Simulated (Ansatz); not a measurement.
# GeH4O + HBr: a complex and its separated parts

The complex below is one end of an elementary step. How strongly is it bound against its free parts?

Program: Ansatz 0.2.0, Gaussian basis. Level of theory: PBE0-D4/def2-TZVP structures, single points in def2-TZVPP, no counterpoise correction. These are calculated values, not measurements.

Levels: SPW92, PBE-D4, BLYP-D4, r2SCAN-D4, B97M-V, PBE0-D4, B3LYP-D4, r2SCAN0-D4, BHLYP-D4, CAM-B3LYP-D4, wB97X-V, wB97M-V, B2PLYP, PBE-QIDH, RPA on PBE, Hartree-Fock, MP2, CCSD, CCSD(T).

Correlated methods freeze the cores. Filled d shells of the heavier atoms are correlated. B3LYP uses VWN-RPA correlation. B2PLYP carries no dispersion term here.

### Step 1. The starting structure

The complex: 8 atoms, charge 0, spin multiplicity 1.

Atoms are counted from 1 here; the program's logs count them from 0.

Bond lengths: Ge1–O2 1.803 Å, Ge1–H3 1.527 Å, Ge1–H4 1.536 Å, Ge1–H5 1.536 Å, O2–H8 0.960 Å, H6–Br7 1.457 Å. Angles: O2–Ge1–H3 103.5°, O2–Ge1–H4 108.0°, O2–Ge1–H5 108.7°, H3–Ge1–H4 112.7°, H3–Ge1–H5 112.7°, H4–Ge1–H5 110.9°, Ge1–O2–H8 113.9°.

Geometry (Å):

```xyz
8
charge 0, multiplicity 1
Ge   -0.9247   -0.1859   -0.6878
O    -0.0216   -0.1320    0.8716
H     0.0187   -0.9442   -1.6189
H    -2.2443   -0.9339   -0.4454
H    -1.1883    1.2534   -1.1555
H     1.6949    0.1442    0.8159
Br    3.1196    0.4105    0.6669
H    -0.4543    0.3879    1.5533
```

Its parts: GeH4O holds atoms 1, 2, 3, 4, 5, 8; HBr holds atoms 6, 7. Each part counts its atoms afresh in its own runs.

### Step 2. Relaxing GeH4O alone

relax-a/in.yaml reads:

```yaml
crystal:
  periodic: [false, false, false]
  atoms:
    - {symbol: Ge, position_ang: [-0.924722, -0.185934, -0.687753]}
    - {symbol: O, position_ang: [-0.021601, -0.132040, 0.871620]}
    - {symbol: H, position_ang: [0.018712, -0.944232, -1.618944]}
    - {symbol: H, position_ang: [-2.244348, -0.933887, -0.445443]}
    - {symbol: H, position_ang: [-1.188273, 1.253387, -1.155478]}
    - {symbol: H, position_ang: [-0.454332, 0.387899, 1.553251]}
basis:
  gaussian: {orbitals: def2-TZVP}
hamiltonian: {xc: pbe0, dispersion: d4}
relax: {f_tol: 0.005, max_steps: 200}
```

No record of the launch command was kept for these runs.

The runs that follow: Relaxing HBr alone; wB97M-V/def2-TZVPP; CCSD(T)/def2-TZVPP; Vibrations of GeH4O; Vibrations of HBr.

Before running it: what results should come out? Wanted: complex less parts, CCSD(T)/def2-TZVPP; with zero-point energy; largest T1 diagnostic.

The runs gave:

| quantity | value |
| --- | --- |
| complex less parts, CCSD(T)/def2-TZVPP | -5.4 kcal/mol |
| with zero-point energy | -4.0 kcal/mol |
| largest T1 diagnostic | 0.011 |

**Reading.** At CCSD(T) the complex lies 5.4 kcal/mol below its parts. Among the functionals B2PLYP lands nearest to CCSD(T) (0.0 kcal/mol) and SPW92 farthest (-5.5 kcal/mol). By rung, the mean size of the error is: LDA 5.5, GGA 1.8, meta-GGA 0.7, hybrid 1.2, range-separated hybrid 0.7, double hybrid 0.3 kcal/mol. PBE-D4 gives a relative energy 2.2 kcal/mol too low, outside chemical accuracy (1 kcal/mol). No counterpoise was applied, and triple zeta lacks some correlation, so the CCSD(T) reference has a basis error of its own, and close matches with it are partly luck.
